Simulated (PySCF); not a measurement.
# CoF₄: ligand-field states, part 2 of 3

PySCF 2.14.0. Atoms count from 0. The steps go on from the part before.

## 5. Ligand-field states: state-averaged CASSCF (angle to the S4 axis at 60°)

What the job is given:

```
{"job": {"kind": "lf", "basis": {"metal": "x2c-TZVPall", "ligand": "x2c-SVPall"}, "nevpt": true, "reuse": true}, "charge": 0, "metal": "Co", "open_shell": "d5"}
Co     0.000000     0.000000     0.000000
F      1.047157     1.047157     0.855000
F     -1.047157    -1.047157     0.855000
F     -1.047157     1.047157    -0.855000
F      1.047157    -1.047157    -0.855000
```

With the program's defaults for keys left out, this is: state-averaged CASSCF of the metal d shell, SC-NEVPT2 on the averaged canonical orbitals, state-interaction spin-orbit coupling.

Standard output:

```text
basis functions 104, electrons 63, active (5e, 5o)
start from the orbitals of the previous structure
stage 1: DIIS on the effective Fock matrix, level shift 0.30
cycle   1  E = -1787.3702649177  dE = -1.787e+03  max|g| = 1.662e+00
cycle   2  E = -1789.1093976743  dE = -1.739e+00  max|g| = 5.000e-01
cycle   3  E = -1789.2420056938  dE = -1.326e-01  max|g| = 2.827e-01
cycle   4  E = -1787.9608339196  dE =  1.281e+00  max|g| = 1.047e+00
cycle   5  E = -1787.3346463175  dE =  6.262e-01  max|g| = 1.467e+00
cycle   6  E = -1786.6632906563  dE =  6.714e-01  max|g| = 1.772e+00
cycle   7  E = -1785.3680440273  dE =  1.295e+00  max|g| = 2.219e+00
cycle   8  E = -1784.2539658424  dE =  1.114e+00  max|g| = 2.543e+00
cycle   9  E = -1783.7505725750  dE =  5.034e-01  max|g| = 2.703e+00
cycle  10  E = -1783.6625837730  dE =  8.799e-02  max|g| = 2.754e+00
cycle  11  E = -1783.5902918695  dE =  7.229e-02  max|g| = 2.776e+00
cycle  12  E = -1783.5475008155  dE =  4.279e-02  max|g| = 2.781e+00
cycle  13  E = -1783.5634432550  dE = -1.594e-02  max|g| = 2.773e+00
cycle  14  E = -1785.4944216596  dE = -1.931e+00  max|g| = 1.885e+00
cycle  15  E = -1788.4829448893  dE = -2.989e+00  max|g| = 6.356e-01
stage 2: quasi-Newton rotations from the point of smallest gradient
cycle  18  E = -1789.2988570801  dE = -5.685e-02  max|g| = 9.155e-02
cycle  19  E = -1789.3176074042  dE = -1.875e-02  max|g| = 3.100e-02
cycle  20  E = -1789.3193699623  dE = -1.763e-03  max|g| = 1.113e-02
cycle  21  E = -1789.3196006926  dE = -2.307e-04  max|g| = 2.468e-03
cycle  22  E = -1789.3196161643  dE = -1.547e-05  max|g| = 7.478e-04
cycle  23  E = -1789.3196175757  dE = -1.411e-06  max|g| = 2.672e-04
cycle  24  E = -1789.3196176715  dE = -9.584e-08  max|g| = 1.015e-04
cycle  25  E = -1789.3196176836  dE = -1.207e-08  max|g| = 1.501e-05
cycle  26  E = -1789.3196176845  dE = -8.934e-10  max|g| = 4.708e-06
converged average energy = -1789.3196176845

 mult deg   label        CASSCF/cm-1   NEVPT2/cm-1
   6   1   6A1                 0.0           0.0
   4   1   4A2             20225.7        8445.6
   2   2   2E              29055.9        9607.5
   4   1   4B2             23446.6       12571.9
   4   2   4E              24065.5       14201.5
   2   1   2B2             32848.2       16740.3
   4   2   4E              26329.2       20201.8
   2   1   2B1             32955.9       20589.7
   2   1   2A2             33850.9       21897.2
   2   1   2A1             35713.8       23325.5
   4   2   4E              33178.4       23501.3
   2   1   2B2             36025.7       23588.3
   4   1   4B2             32117.1       24913.1
   4   1   4A1             30319.8       25712.1
   4   1   4B1             30488.7       26064.8
   4   1   4A1             29650.6       26330.3
   2   2   2E              37751.1       27923.4
   2   1   2A2             41594.3       27925.6
   2   2   2E              38372.0       29370.5
   4   1   4B1             37812.0       31232.3
   4   1   4A1             38219.3       31654.0
   2   1   2B1             39863.0       32356.8
   2   2   2E              42253.5       33448.3
   2   2   2E              44976.2       34208.9
   2   1   2B2             46988.7       35399.1
   2   1   2B2             43922.9       36035.8
   2   1   2A1             44427.0       36197.8
   2   1   2B1             46210.5       36382.3
   2   1   2A1             41996.2       37083.8
   4   1   4A2             42361.9       37246.8
   2   1   2A1             48905.0       37673.6
   4   2   4E              41156.0       38251.4
   2   2   2E              48862.0       39629.5
   2   1   2B2             53010.8       41510.8
   2   2   2E              52141.9       42142.6
   2   1   2B1             52710.4       42216.3
   4   2   4E              51490.7       42921.8
   2   2   2E              55345.6       43193.4
   2   1   2A2             51414.9       43455.3
   2   1   2A1             53416.2       44532.7
   4   1   4B1             52243.9       44543.3
   2   1   2B1             51346.6       45533.7
   2   1   2A2             53989.7       46188.8
   4   1   4A2             52653.1       46504.8
   2   2   2E              54268.5       46652.1
   2   1   2B1             55933.5       47364.2
   4   2   4E              53810.2       47867.1
   2   1   2A2             60698.9       51064.5
   2   2   2E              56730.0       51116.3
   2   1   2A1             59937.5       51291.7
   2   1   2A1             63346.7       52664.4
   2   2   2E              61485.3       53557.5
   2   2   2E              58701.7       53785.2
   2   1   2B2             60876.0       54074.1
   4   1   4B2             59838.8       55549.9
   2   1   2B1             62836.7       55687.7
   2   1   2B1             70953.6       57597.0
   2   1   2A1             71346.1       57852.6
   2   1   2A2             62982.7       59605.2
   2   2   2E              73838.9       60477.4

spin-orbit levels / cm-1
      0.00  x2  6A1 0.99
      4.41  x2  6A1 1.00
     13.64  x2  6A1 1.00
   8304.01  x2  4A2 0.88 2E 0.11
   8399.08  x2  4A2 0.88 2E 0.11
   9435.22  x2  2E 0.87 4A2 0.11
  10003.32  x2  2E 0.87 4A2 0.11
  12583.39  x2  4B2 0.98
  12621.29  x2  4B2 0.98
  14164.43  x2  4E 1.00
  14179.42  x2  4E 0.94 2B2 0.05
  14270.01  x2  4E 0.98
  14341.16  x2  4E 0.97
  16914.44  x2  2B2 0.94 4E 0.05
  20054.80  x2  4E 0.69 2B1 0.30
  20103.27  x2  4E 0.99
  20203.37  x2  4E 0.99
  20282.77  x2  4E 0.99
  20885.29  x2  2B1 0.68 4E 0.30
  21865.22  x2  2A2 0.98
  23318.38  x2  2A1 0.55 4E 0.43
  23426.40  x2  4E 0.50 2B2 0.48
  23466.69  x2  4E 0.96
  23501.16  x2  4E 0.93 4B2 0.05
  23580.02  x2  4E 0.56 2A1 0.43
  23740.92  x2  4E 0.50 2B2 0.48
  24991.66  x2  4B2 0.96
  25066.11  x2  4B2 0.94 4E 0.06
  25702.78  x2  4A1 0.98
  25767.40  x2  4A1 0.98
```

It took 11 s on 1 thread of Arm Neoverse N1, shared host; peak memory 0.25 GiB.

Warnings kept with the result: strongly covalent, metal-shell active space is small for this complex.

From this job:

| quantity | value |
| --- | --- |
| spin-orbit constant ζ | 490 cm⁻¹ |

Powder susceptibility:

| T (K) | χT (cm³ K/mol) | μ(eff) |
| --- | --- | --- |
| 2 | 3.498 | 5.29 |
| 20 | 4.339 | 5.89 |
| 100 | 4.374 | 5.91 |
| 300 | 4.376 | 5.92 |

## 6. Ligand-field states: state-averaged CASSCF (angle to the S4 axis at 65°)

What the job is given:

```
{"job": {"kind": "lf", "basis": {"metal": "x2c-TZVPall", "ligand": "x2c-SVPall"}, "nevpt": true, "reuse": true}, "charge": 0, "metal": "Co", "open_shell": "d5"}
Co     0.000000     0.000000     0.000000
F      1.095864     1.095864     0.722677
F     -1.095864    -1.095864     0.722677
F     -1.095864     1.095864    -0.722677
F      1.095864    -1.095864    -0.722677
```

Method: state-averaged CASSCF of the metal d shell, SC-NEVPT2 on the averaged canonical orbitals, state-interaction spin-orbit coupling.

Standard output:

```text
basis functions 104, electrons 63, active (5e, 5o)
start from the orbitals of the previous structure
stage 1: DIIS on the effective Fock matrix, level shift 0.30
cycle   1  E = -1788.7329349174  dE = -1.789e+03  max|g| = 8.319e-01
cycle   2  E = -1789.2513801974  dE = -5.184e-01  max|g| = 2.480e-01
cycle   3  E = -1789.2687485276  dE = -1.737e-02  max|g| = 1.432e-01
cycle   4  E = -1789.2792642908  dE = -1.052e-02  max|g| = 1.802e-01
cycle   5  E = -1789.2576473167  dE =  2.162e-02  max|g| = 1.136e-01
cycle   6  E = -1789.1688368500  dE =  8.881e-02  max|g| = 2.658e-01
cycle   7  E = -1788.8467799687  dE =  3.221e-01  max|g| = 6.177e-01
cycle   8  E = -1788.3508790023  dE =  4.959e-01  max|g| = 9.671e-01
cycle   9  E = -1787.3873374913  dE =  9.635e-01  max|g| = 1.434e+00
cycle  10  E = -1786.0583043892  dE =  1.329e+00  max|g| = 1.812e+00
cycle  11  E = -1784.9129394414  dE =  1.145e+00  max|g| = 2.319e+00
cycle  12  E = -1784.1839260117  dE =  7.290e-01  max|g| = 2.560e+00
cycle  13  E = -1783.8469298718  dE =  3.370e-01  max|g| = 2.702e+00
cycle  14  E = -1783.8054398714  dE =  4.149e-02  max|g| = 2.764e+00
cycle  15  E = -1784.0347122519  dE = -2.293e-01  max|g| = 2.732e+00
stage 2: quasi-Newton rotations from the point of smallest gradient
cycle  17  E = -1789.3028731710  dE = -4.523e-02  max|g| = 3.558e-02
cycle  18  E = -1789.3068550559  dE = -3.982e-03  max|g| = 4.229e-02
cycle  20  E = -1789.3079563890  dE = -1.101e-03  max|g| = 1.768e-02
cycle  21  E = -1789.3083601531  dE = -4.038e-04  max|g| = 3.743e-03
cycle  22  E = -1789.3083850922  dE = -2.494e-05  max|g| = 1.559e-03
cycle  23  E = -1789.3083904317  dE = -5.340e-06  max|g| = 7.129e-04
cycle  24  E = -1789.3083909838  dE = -5.521e-07  max|g| = 1.290e-04
cycle  25  E = -1789.3083910266  dE = -4.284e-08  max|g| = 4.939e-05
cycle  26  E = -1789.3083910306  dE = -3.938e-09  max|g| = 1.199e-05
cycle  27  E = -1789.3083910310  dE = -3.884e-10  max|g| = 5.468e-06
converged average energy = -1789.3083910310

 mult deg   label        CASSCF/cm-1   NEVPT2/cm-1
   6   1   6A1                 0.0           0.0
   4   1   4A2             17439.0        4463.3
   4   1   4B2             19596.3        5671.0
   2   2   2E              27705.1        6913.5
   4   2   4E              22366.7       14180.8
   2   1   2B1             30345.7       16490.6
   4   2   4E              25911.2       16652.9
   2   1   2A2             31006.2       17720.5
   2   1   2A1             32477.8       18040.5
   2   1   2B2             33050.4       18831.7
   2   1   2B2             34757.5       20001.7
   2   1   2A2             37955.9       22454.2
   4   1   4A1             30043.0       25402.7
   4   1   4B2             31634.5       25452.4
   4   2   4E              33378.3       25471.7
   4   1   4B1             30300.8       25873.1
   4   1   4A1             29630.4       26247.4
   2   2   2E              36083.9       27895.0
   2   2   2E              39480.2       29027.8
   2   2   2E              38663.7       29549.7
   4   1   4B1             37306.3       30478.4
   2   2   2E              42592.9       30839.6
   2   1   2B1             38848.1       31315.9
   4   1   4A1             38204.2       31674.4
   2   1   2B2             45148.1       33452.1
   2   1   2B2             44130.4       34162.6
   2   1   2A1             41399.6       35135.5
   2   1   2A1             46662.9       35477.0
   2   1   2A1             43780.5       35903.3
   2   2   2E              46872.1       36443.9
   4   1   4A2             43575.3       37389.0
   4   2   4E              41562.3       38693.9
   2   1   2B1             45283.8       38751.4
   2   1   2B1             50176.5       40762.8
   2   1   2B2             52657.5       41569.1
   2   1   2B1             52564.4       41718.3
   2   1   2A2             50274.9       41962.6
   2   2   2E              51951.5       42056.1
   2   1   2A1             52629.9       43441.8
   4   1   4B1             52781.3       45482.3
   4   2   4E              52310.0       45772.4
   4   2   4E              54312.6       46258.9
   2   1   2B1             56198.1       46690.2
   2   2   2E              54901.5       46951.8
   2   1   2A2             54841.9       47258.0
   2   2   2E              56327.0       48247.9
   2   1   2A1             59884.5       49175.0
   4   1   4A2             54546.5       50098.4
   2   2   2E              57877.1       50958.3
   2   2   2E              58504.8       51477.2
   2   1   2A2             61722.0       51536.3
   2   1   2B2             62493.2       55117.7
   2   1   2A1             63742.9       55562.0
   2   2   2E              63212.8       55992.3
   2   1   2B1             64899.6       57764.3
   2   1   2A1             72428.8       58277.5
   2   2   2E              73517.9       58844.1
   2   1   2B1             71336.3       58874.5
   4   1   4B2             64086.5       60847.1
   2   1   2B2             62919.1       61266.3

spin-orbit levels / cm-1
      0.00  x2  6A1 0.98
     14.65  x2  6A1 0.99
     45.56  x2  6A1 1.00
   4462.46  x2  4A2 0.95 2E 0.04
   4542.95  x2  4A2 0.96
   5645.42  x2  4B2 0.92 2E 0.07
   5705.66  x2  4B2 0.99
   6838.88  x2  2E 0.91 4B2 0.07
   7294.14  x2  2E 0.95 4A2 0.04
  14069.93  x2  4E 0.98
  14212.43  x2  4E 0.99
  14243.41  x2  4E 0.95 2B1 0.04
  14306.46  x2  4E 0.99
  16585.61  x2  4E 0.99
  16673.87  x2  2B1 0.93 4E 0.04
  16705.97  x2  4E 0.99
  16758.68  x2  4E 0.98
  16822.15  x2  4E 0.98
  17728.98  x2  2A2 0.94 2A1 0.06
  18227.89  x2  2A1 0.92 2A2 0.06
  18891.59  x2  2B2 0.98
  20117.56  x2  2B2 0.97
  22554.53  x2  2A2 0.98
  25274.29  x2  4E 0.51 4B2 0.32 4A1 0.15
  25280.06  x2  4B2 0.42 4E 0.40 4A1 0.17
  25359.80  x2  4E 0.84 4A1 0.10 4B2 0.06
  25417.36  x2  4A1 0.74 4B2 0.17 4E 0.07
  25507.27  x2  4A1 0.67 4E 0.16 4B2 0.16
  25640.76  x2  4E 0.89 4A1 0.07
  25699.26  x2  4E 0.47 4B2 0.45 4A1 0.07
```

Run time: 11 s. Hardware: 1 thread of Arm Neoverse N1, shared host; peak memory 0.25 GiB.

Warnings kept with the result: strongly covalent, metal-shell active space is small for this complex.

In short:

| quantity | value |
| --- | --- |
| spin-orbit constant ζ | 491 cm⁻¹ |

Powder susceptibility:

| T (K) | χT (cm³ K/mol) | μ(eff) |
| --- | --- | --- |
| 2 | 2.739 | 4.68 |
| 20 | 4.095 | 5.72 |
| 100 | 4.340 | 5.89 |
| 300 | 4.357 | 5.90 |

## 7. Ligand-field states: state-averaged CASSCF (angle to the S4 axis at 72°)

What the job is given:

```
{"job": {"kind": "lf", "basis": {"metal": "x2c-TZVPall", "ligand": "x2c-SVPall"}, "nevpt": true, "reuse": true}, "charge": 0, "metal": "Co", "open_shell": "d5"}
Co     0.000000     0.000000     0.000000
F      1.149972     1.149972     0.528419
F     -1.149972    -1.149972     0.528419
F     -1.149972     1.149972    -0.528419
F      1.149972    -1.149972    -0.528419
```

Level: state-averaged CASSCF of the metal d shell, SC-NEVPT2 on the averaged canonical orbitals, state-interaction spin-orbit coupling.

Standard output:

```text
basis functions 104, electrons 63, active (5e, 5o)
start from the orbitals of the previous structure
stage 1: DIIS on the effective Fock matrix, level shift 0.30
cycle   1  E = -1788.1671245480  dE = -1.788e+03  max|g| = 1.209e+00
cycle   2  E = -1789.1124960128  dE = -9.454e-01  max|g| = 3.727e-01
cycle   3  E = -1789.1660341284  dE = -5.354e-02  max|g| = 4.287e-01
cycle   4  E = -1788.7446786575  dE =  4.214e-01  max|g| = 5.420e-01
cycle   5  E = -1788.1306240338  dE =  6.141e-01  max|g| = 9.865e-01
cycle   6  E = -1787.1200888073  dE =  1.011e+00  max|g| = 1.538e+00
cycle   7  E = -1785.6540736174  dE =  1.466e+00  max|g| = 1.953e+00
cycle   8  E = -1784.8864994212  dE =  7.676e-01  max|g| = 2.157e+00
cycle   9  E = -1784.4794768602  dE =  4.070e-01  max|g| = 2.374e+00
cycle  10  E = -1784.2339594536  dE =  2.455e-01  max|g| = 2.526e+00
cycle  11  E = -1783.9690440077  dE =  2.649e-01  max|g| = 2.633e+00
cycle  12  E = -1783.8199641988  dE =  1.491e-01  max|g| = 2.699e+00
cycle  13  E = -1783.6637943620  dE =  1.562e-01  max|g| = 2.721e+00
cycle  14  E = -1784.0771728427  dE = -4.134e-01  max|g| = 2.620e+00
cycle  15  E = -1785.4493383589  dE = -1.372e+00  max|g| = 2.232e+00
stage 2: quasi-Newton rotations from the point of smallest gradient
cycle  17  E = -1789.1785032204  dE = -6.601e-02  max|g| = 4.481e-01
cycle  18  E = -1789.2452003433  dE = -6.670e-02  max|g| = 2.158e-01
cycle  19  E = -1789.2830528340  dE = -3.785e-02  max|g| = 2.460e-02
cycle  20  E = -1789.2846791175  dE = -1.626e-03  max|g| = 1.015e-02
cycle  21  E = -1789.2850202533  dE = -3.411e-04  max|g| = 4.998e-03
cycle  22  E = -1789.2850562448  dE = -3.599e-05  max|g| = 1.443e-03
cycle  23  E = -1789.2850600433  dE = -3.799e-06  max|g| = 5.697e-04
cycle  24  E = -1789.2850606218  dE = -5.785e-07  max|g| = 1.692e-04
cycle  25  E = -1789.2850607146  dE = -9.280e-08  max|g| = 1.046e-04
cycle  26  E = -1789.2850607273  dE = -1.266e-08  max|g| = 4.930e-05
cycle  27  E = -1789.2850607287  dE = -1.433e-09  max|g| = 9.928e-06
converged average energy = -1789.2850607287

 mult deg   label        CASSCF/cm-1   NEVPT2/cm-1
   4   1   4B2                 0.0           0.0
   4   1   4A2              -557.0        2438.6
   6   1   6A1            -13995.9        3471.8
   2   2   2E              11833.4        6747.1
   4   2   4E               1625.7        8717.9
   2   1   2A1             13694.4       14143.2
   2   1   2B1             12444.0       14274.1
   2   1   2A2             12931.7       15373.4
   2   1   2B2             15469.4       16658.8
   2   1   2A2             18957.7       18363.3
   2   1   2B2             19247.6       20175.7
   4   2   4E              13661.7       21669.5
   2   2   2E              15783.5       22983.4
   2   2   2E              19920.7       26065.7
   4   1   4A1             15441.1       28280.1
   4   1   4B1             15852.8       28607.4
   2   2   2E              22271.0       28734.6
   2   1   2B1             18999.3       29394.9
   4   1   4B2             17376.7       29441.7
   4   1   4A1             15652.5       29739.4
   2   1   2A1             24129.2       30551.1
   4   2   4E              19477.9       32207.5
   4   1   4B1             22594.1       32861.7
   2   2   2E              27556.4       33813.2
   2   1   2B1             26783.4       34662.4
   4   1   4A1             24082.4       35221.4
   2   1   2B2             31829.0       36378.2
   2   1   2A1             28128.6       37105.9
   2   2   2E              30901.1       37784.4
   2   1   2A1             30101.7       39537.8
   2   1   2B2             29893.0       40024.2
   4   2   4E              27340.8       40953.6
   4   1   4A2             30806.7       41029.0
   2   1   2B1             35150.0       42243.6
   2   1   2A2             34694.6       43199.2
   2   1   2A1             36491.2       44156.4
   2   1   2B2             38769.1       44951.6
   2   2   2E              36297.2       46497.7
   4   2   4E              37075.0       46924.3
   2   2   2E              39515.7       47550.6
   2   1   2B1             40036.9       47560.7
   2   1   2A1             44767.7       50661.9
   4   1   4B1             39822.0       50940.3
   2   1   2B1             44973.5       51205.4
   2   1   2A2             41943.3       52338.6
   2   2   2E              44946.3       52663.5
   2   2   2E              42531.3       53475.7
   2   1   2A1             48414.6       55526.1
   2   1   2A2             48907.1       55744.2
   2   2   2E              47585.9       56413.4
   4   2   4E              46727.1       57881.0
   4   1   4A2             43663.4       58693.6
   2   1   2B2             50315.0       59227.4
   2   1   2B2             44215.9       59936.2
   2   2   2E              51236.9       61191.9
   2   2   2E              58848.2       61664.8
   2   2   2E              53248.5       63827.5
   2   1   2B1             54098.2       64211.6
   2   1   2A1             61284.9       66585.0
   2   1   2B1             59326.9       67499.2

spin-orbit levels / cm-1
      0.00  x2  4B2 1.00
      0.63  x2  4B2 1.00
   2196.33  x2  4A2 0.84 6A1 0.15
   2236.85  x2  4A2 0.87 6A1 0.11
   3457.19  x2  6A1 0.99
   3638.09  x2  6A1 0.88 4A2 0.11
   3720.77  x2  6A1 0.84 4A2 0.15
   6544.24  x2  2E 0.99
   7012.28  x2  2E 0.98
   8526.07  x2  4E 0.99
   8703.49  x2  4E 0.99
   8829.04  x2  4E 0.99
   8913.11  x2  4E 0.99
  14233.45  x2  2A1 0.98
  14356.74  x2  2B1 0.98
  15386.71  x2  2A2 0.98
  16641.37  x2  2B2 0.99
  18368.61  x2  2A2 0.98
  20128.96  x2  2B2 0.96 4E 0.03
  21602.07  x2  4E 0.99
  21677.28  x2  4E 0.99
  21766.46  x2  4E 0.99
  21877.44  x2  4E 0.97
  22995.01  x2  2E 0.99
  23110.67  x2  2E 0.99
  26009.44  x2  2E 0.95
  26081.43  x2  2E 0.98
  28208.71  x2  4A1 0.78 2E 0.18
  28294.17  x2  4A1 0.93 2E 0.04
  28434.26  x2  4B1 0.66 2E 0.27 4A1 0.06
```

Wall time 11 s (1 thread of Arm Neoverse N1, shared host); peak memory 0.25 GiB.

Warnings kept with the result: strongly covalent, metal-shell active space is small for this complex.

From this job:

| quantity | value |
| --- | --- |
| spin-orbit constant ζ | 494 cm⁻¹ |

Powder susceptibility:

| T (K) | χT (cm³ K/mol) | μ(eff) |
| --- | --- | --- |
| 2 | 1.928 | 3.93 |
| 20 | 1.954 | 3.95 |
| 100 | 1.962 | 3.96 |
| 300 | 1.981 | 3.98 |

(Continued in part 3 of 3.)
